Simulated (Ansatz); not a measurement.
# C2H3NOSi: the cost of one run

Program: Ansatz 0.2.0 through its Python package. The levels of theory stand in the script. These are calculated values, not measurements.

### Step 1. The structure

Bond lengths: N1–C2 1.157 Å, C2–Si3 1.816 Å, Si3–C4 1.842 Å, C4–O5 1.219 Å, Si3–H6 1.470 Å, Si3–H7 1.470 Å, C4–H8 1.084 Å. Angles: N1–C2–Si3 180.0°, C2–Si3–C4 109.5°, C2–Si3–H6 109.5°, C2–Si3–H7 109.4°, C4–Si3–H6 109.5°, C4–Si3–H7 109.4°, H6–Si3–H7 109.5°, Si3–C4–O5 120.0°, Si3–C4–H8 120.0°, O5–C4–H8 120.0°.

No structure file is read: the coordinates are typed or built in the script.

### Step 2. The code

Input file c2h3nosi.py:

```python
# -*- coding: utf-8 -*-
"""One geometry of C2H3NOSi, method by method."""

from pathlib import Path

import ansatz
from ase import Atoms
import numpy as np

atoms = Atoms(["N", "C", "Si", "C", "O", "H", "H", "H"], positions=[
    [2.6788, -0.868, -0.3444],
    [1.6951, -0.3028, -0.1171],
    [0.1508, 0.5838, 0.2395],
    [-1.2861, -0.467, -0.2342],
    [-1.4507, -1.5519, 0.2977],
    [0.0816, 0.8903, 1.6759],
    [0.1169, 1.8353, -0.5316],
    [-1.9865, -0.1198, -0.9857],
])
molecule = ansatz.Crystal.molecule_from_ase(atoms)

calculation = molecule.calculation().basis(gaussian="cc-pVDZ")

print("functional    E (Ha)        dipole (D)   HOMO (eV)  LUMO (eV)")
for name in ["r2scan0", "lda", "r2scan", "revpbe"]:
    data = calculation.functional(name).forces().orbitals().run(threads=1, pin="off", runs_dir="runs").report
    lines = Path(data["orbitals_path"]).read_text().splitlines()
    field_of = lambda key: [line.split("=")[1].strip() for line in lines if line.startswith(key)]
    orbitals = [(27.211386 * float(e), s, float(n)) for e, s, n in zip(field_of("Ene="), field_of("Spin="), field_of("Occup="))]
    homo = max(e for e, _, n in orbitals if n > 0.5)
    lumo = min(e for e, _, n in orbitals if n < 0.5)
    dipole = 4.803205 * np.linalg.norm(data["charge_distribution"]["dipole_moment_e_ang"])
    print(f"{name:10s} {data['free_energy_ev'] / 27.211386246:14.6f} {dipole:9.3f} {homo:11.3f} {lumo:10.3f}")
```

### Step 3. Launch

Launch:

```console
$ python c2h3nosi.py
```

Q: Estimate wall time and peak memory on 1 thread of Intel Xeon 6975P-C (Granite Rapids), shared host.

About 7.3 s, with a peak of 0.26 GiB.
